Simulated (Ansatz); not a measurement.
# C₁₀H₈O₃W: up Jacob's ladder to CCSD(T)

An exercise on one series of results from a longer session: the logs are not shown, and one member is left open.

Program: Ansatz 0.2.0, Gaussian basis. Level of theory: functionals in def2-TZVPP, the program's frozen cores in correlated methods. These are calculated values, not measurements.

Levels to be run: LDA (SPW92), PBE-D4, revPBE-D4, BLYP-D4, r2SCAN-D4, B97M-V, PBE0-D4, B3LYP-D4, r2SCANh-D4, r2SCAN0-D4, HSE06-D4, BHLYP-D4, CAM-B3LYP-D4, LC-ωPBE, ωB97X-V, ωB97M-V, B2PLYP, PBE-QIDH; CCSD(T)/def2-SVP; CCSD(T)/def2-TZVPP; MP2/def2-QZVPP; extrapolation to the limit; RPA on PBE.

### The relaxed structure

All runs share one geometry, relaxed beforehand with PBE0-D4 in a triple-zeta def2 set. W takes the def2 core potential; no spin-orbit term is included.

SMILES `C[C@@]12[C@H]3[C@H]4[C@H]5[C@H]6[C@@H]1[W-3]54632([C]#[O+])([C]#[O+])[C]#[O+]`, 22 atoms, charge 0, spin multiplicity 1.

Atoms are counted from 1 here; the program's logs count them from 0.

Bond lengths: C1–C2 1.494 Å, C1–H15 1.094 Å, C1–H16 1.090 Å, C1–H17 1.090 Å, C2–C3 1.418 Å, C2–C7 1.418 Å, C2–W8 2.346 Å, C3–C4 1.414 Å, C3–W8 2.354 Å, C3–H18 1.082 Å, C4–C5 1.412 Å, C4–W8 2.322 Å, C4–H19 1.082 Å, C5–C6 1.412 Å, C5–W8 2.360 Å, C5–H20 1.081 Å, C6–C7 1.413 Å, C6–W8 2.322 Å and more. Angles: C2–C1–H15 109.9°, C2–C1–H16 111.1°, C2–C1–H17 111.1°, H15–C1–H16 108.1°, H15–C1–H17 108.1°, H16–C1–H17 108.3°, C1–C2–C3 120.4°, C1–C2–C7 120.4°, C1–C2–W8 128.7°, C3–C2–C7 119.0°, C3–C2–W8 72.8°, C7–C2–W8 72.8°, C2–C3–C4 120.1°, C2–C3–W8 72.1°, C2–C3–H18 119.7°, C4–C3–W8 71.2°, C4–C3–H18 120.1°, W8–C3–H18 126.5° and more.

Set-up of the first run:

in.yaml

```yaml
crystal:
  periodic: [false, false, false]
  atoms:
    - {symbol: C, position_ang: [-1.595320, -0.376840, 2.088368]}
    - {symbol: C, position_ang: [-1.051164, 0.268996, 0.855740]}
    - {symbol: C, position_ang: [-1.552596, -0.085412, -0.421942]}
    - {symbol: C, position_ang: [-1.030599, 0.527519, -1.583917]}
    - {symbol: C, position_ang: [-0.069603, 1.558140, -1.491908]}
    - {symbol: C, position_ang: [0.433339, 1.901030, -0.217556]}
    - {symbol: C, position_ang: [-0.079506, 1.296753, 0.952833]}
    - {symbol: W, position_ang: [0.782655, -0.382427, -0.454203]}
    - {symbol: C, position_ang: [2.745397, -0.105413, -0.417541]}
    - {symbol: O, position_ang: [3.877341, 0.093339, -0.393319]}
    - {symbol: C, position_ang: [1.101596, -1.648163, -1.946387]}
    - {symbol: O, position_ang: [1.256775, -2.366036, -2.830667]}
    - {symbol: C, position_ang: [1.070589, -1.908038, 0.775667]}
    - {symbol: O, position_ang: [1.194362, -2.776732, 1.519059]}
    - {symbol: H, position_ang: [-2.460201, 0.185571, 2.452681]}
    - {symbol: H, position_ang: [-1.915813, -1.399368, 1.887498]}
    - {symbol: H, position_ang: [-0.847993, -0.401258, 2.881802]}
    - {symbol: H, position_ang: [-2.300891, -0.861610, -0.508252]}
    - {symbol: H, position_ang: [-1.388015, 0.214001, -2.556098]}
    - {symbol: H, position_ang: [0.316510, 2.032738, -2.382671]}
    - {symbol: H, position_ang: [1.209094, 2.650753, -0.132157]}
    - {symbol: H, position_ang: [0.304043, 1.582460, 1.922960]}
basis:
  gaussian: {orbitals: def2-TZVPP}
hamiltonian: {xc: lda}
output: {orbitals: {seedname: orbitals}}
```

Among the steps run: LDA; PBE-D4 (GGA); revPBE-D4 (GGA); BLYP-D4 (GGA); r2SCAN-D4 (meta-GGA); B97M-V (meta-GGA); PBE0-D4 (hybrid); B3LYP-D4 (hybrid); r2SCANh-D4 (hybrid); r2SCAN0-D4 (hybrid); HSE06-D4 (hybrid); BHLYP-D4 (hybrid); CAM-B3LYP-D4 (range-separated); LC-ωPBE (range-separated); ωB97X-V (range-separated); ωB97M-V (range-separated); B2PLYP (double hybrid); PBE-QIDH (double hybrid).

One of the session's tables, all rows but one given; the rest of the session is left out.

It belongs to the step «Orbital energies across the functionals». 

```
  functional  HOMO (eV)  LUMO (eV)  gap (eV)
 LDA (SPW92)      -5.41      -2.53      2.88
      PBE-D4      -5.16      -2.28      2.88
   revPBE-D4      -5.06      -2.18      2.89
     BLYP-D4      -4.97      -2.12      2.85
   r2SCAN-D4      -5.29      -2.17      3.12
      B97M-V      -5.17      -2.13      3.04
     PBE0-D4      -5.97      -1.48      4.50
    B3LYP-D4      -5.80      -1.66      4.14
  r2SCANh-D4      -5.61      -1.88      3.73
  r2SCAN0-D4          ?          ?         ?
    HSE06-D4      -5.60      -1.85      3.76
    BHLYP-D4      -6.61      -0.53      6.08
CAM-B3LYP-D4      -6.97      -0.46      6.51
     LC-ωPBE      -7.99       0.49      8.48
     ωB97X-V      -7.77       0.51      8.28
     ωB97M-V      -7.75       0.47      8.21
```

Estimate the missing values for r2SCAN0-D4.

Worked estimate for «HOMO (eV)». Against the share of exact exchange, r2SCAN-D4 (0, -5.29), r2SCANh-D4 (0.1, -5.61) give a slope of -3.20 per unit share; at 0.25 the line stands at -6.09.

As computed: HOMO (eV): -6.08; LUMO (eV): -1.43; gap (eV): 4.65. In «HOMO (eV)» the line misses by -0.01.
